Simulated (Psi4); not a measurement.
**C2H3Br (vinyl bromide): HF/cc-pV5Z (density fitting with def2-universal-jkfit, sweep point 4)**

Aim: the energy of C2H3Br (vinyl bromide). 

Program for the calculation: Psi4 1.11.

7 further runs of the same task are left out: 7 set aside as unsound or not needed.

### 1 The molecule

The species is C2H3Br (6 atoms), meant as a singlet with charge 0. SMILES: `C=CBr`. Geometry: relaxed at PBE0-D4/def2-TZVP.

Bond lengths: C1–C2 1.319 Å, C2–Br3 1.881 Å, C1–H4 1.083 Å, C1–H5 1.084 Å, C2–H6 1.082 Å. Angles: C1–C2–Br3 123.4°, C1–C2–H6 124.1°, Br3–C2–H6 112.6°, C2–C1–H4 122.5°, C2–C1–H5 119.4°, H4–C1–H5 118.1°.

### 2 A single-point energy at HF/cc-pV5Z (density fitting with def2-universal-jkfit, sweep point 4)

input.dat

```
memory 1600 MB

molecule {
  0 1
  C     -0.550460     0.207600    -0.473000
  C      0.418150     0.025740     0.403150
  Br     1.201850    -1.649360     0.746820
  H     -0.963860    -0.603240    -1.059290
  H     -0.955390     1.202650    -0.619610
  H      0.849720     0.816610     1.001930
  symmetry c1
}

set {
  basis        cc-pV5Z
  reference    rhf
  puream       true
  scf_type     df
  df_basis_scf def2-universal-jkfit
}

e_tot, wfn = energy("hf", return_wfn=True)
```

The run is started by

```sh
psi4 -n 1 input.dat output.dat
```

**Question.** What will come out? Wanted: total energy; dipole moment; HOMO energy; LUMO energy; HOMO–LUMO gap.

Computed results:

Level: HF/cc-pV5Z (density fitting with def2-universal-jkfit, sweep point 4).

| quantity | value |
| --- | --- |
| total energy | -2649.95300 Eh |
| dipole moment | 1.70 D |
| HOMO energy | -9.94 eV |
| LUMO energy | 2.61 eV |
| HOMO–LUMO gap | 12.55 eV |
